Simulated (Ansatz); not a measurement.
**C₂H₈GeO: one species, many methods**

One table from this session's results is given with a row withheld; the runs are named, their logs left out.

Method: functionals in def2-TZVPP, the program's frozen cores in correlated methods; program: Ansatz 0.2.0, Gaussian basis.

Plan: PBE-D4, r2SCAN-D4, PBE0-D4, B3LYP-D4, ωB97X-V, ωB97M-V, B2PLYP; CCSD(T)/def2-TZVPP; MP2/def2-QZVPP; extrapolation to the limit.

**The geometry**

All runs share one geometry, relaxed beforehand with PBE0-D4 in a triple-zeta def2 set.

12 atoms, charge 0, spin multiplicity 1.

Atoms are counted from 1 here; the program's logs count them from 0.

Bond lengths: O1–C2 1.416 Å, O1–H5 0.960 Å, C2–C3 1.508 Å, C2–H6 1.100 Å, C2–H7 1.100 Å, C3–Ge4 1.959 Å, C3–H8 1.093 Å, C3–H9 1.093 Å, Ge4–H10 1.540 Å, Ge4–H11 1.537 Å, Ge4–H12 1.540 Å. Angles: C2–O1–H5 108.6°, O1–C2–C3 108.3°, O1–C2–H6 110.6°, O1–C2–H7 110.6°, C3–C2–H6 110.0°, C3–C2–H7 110.0°, H6–C2–H7 107.4°, C2–C3–Ge4 113.1°, C2–C3–H8 109.8°, C2–C3–H9 109.8°, Ge4–C3–H8 108.4°, Ge4–C3–H9 108.4°, H8–C3–H9 107.3°, C3–Ge4–H10 110.4°, C3–Ge4–H11 109.9°, C3–Ge4–H12 110.4°, H10–Ge4–H11 108.8°, H10–Ge4–H12 108.4° and more.

Set-up of the first run:

Contents of in.yaml:

```yaml
crystal:
  periodic: [false, false, false]
  atoms:
    - {symbol: O, position_ang: [-2.144830, 0.707549, 0.669403]}
    - {symbol: C, position_ang: [-0.829356, 0.767105, 0.148801]}
    - {symbol: C, position_ang: [-0.225172, -0.612396, 0.230053]}
    - {symbol: Ge, position_ang: [1.607942, -0.690155, -0.457522]}
    - {symbol: H, position_ang: [-2.534214, 1.583918, 0.619761]}
    - {symbol: H, position_ang: [-0.218905, 1.479587, 0.722142]}
    - {symbol: H, position_ang: [-0.842334, 1.111155, -0.895441]}
    - {symbol: H, position_ang: [-0.836864, -1.318069, -0.338230]}
    - {symbol: H, position_ang: [-0.218361, -0.952420, 1.269007]}
    - {symbol: H, position_ang: [2.523130, 0.252469, 0.346054]}
    - {symbol: H, position_ang: [2.150288, -2.124148, -0.344156]}
    - {symbol: H, position_ang: [1.645577, -0.259794, -1.935770]}
basis:
  gaussian: {orbitals: def2-TZVPP}
hamiltonian: {xc: pbe, dispersion: d4}
output: {forces: true, orbitals: {seedname: orbitals}}
```

Run with:

```bash
$ ansatz run in.yaml --threads 4 --pin off --events-out ev --progress --plain --max-ram 10444MiB
```

Steps of the session up to this table: PBE-D4 (GGA); r2SCAN-D4 (meta-GGA); PBE0-D4 (hybrid); B3LYP-D4 (hybrid); ωB97X-V (range-separated); ωB97M-V (range-separated); B2PLYP (double hybrid); CCSD(T) in def2-TZVPP; MP2 in def2-QZVPP.

One table of the session follows, with a row left open; its other results are not shown here.

It belongs to the step «Atomisation energies». 

```
            method  atomisation energy (kJ/mol)
            PBE-D4                       4176.3
         r2SCAN-D4                       4137.3
           PBE0-D4                       4123.0
          B3LYP-D4                       4121.9
           ωB97X-V                       4147.0
           ωB97M-V                       4131.6
            B2PLYP                       4085.6
     HF/def2-TZVPP                       3018.9
    MP2/def2-TZVPP                       4081.2
   CCSD/def2-TZVPP                       4009.8
CCSD(T)/def2-TZVPP                       4060.2
           MP2/CBS                            ?
       CCSD(T)/CBS                       4149.3
```

Estimate the missing values for MP2/CBS.

**Answer.** atomisation energy (kJ/mol): 4170.3. In the column «atomisation energy (kJ/mol)» it lies between CCSD(T)/CBS (4149.3) and PBE-D4 (4176.3).

Caveats from the session: Free atoms (1 O, 2 C, 1 Ge, 8 H) were run apart at each level; the atomisation energy is their sum less the molecule, without zero-point or spin-orbit terms.
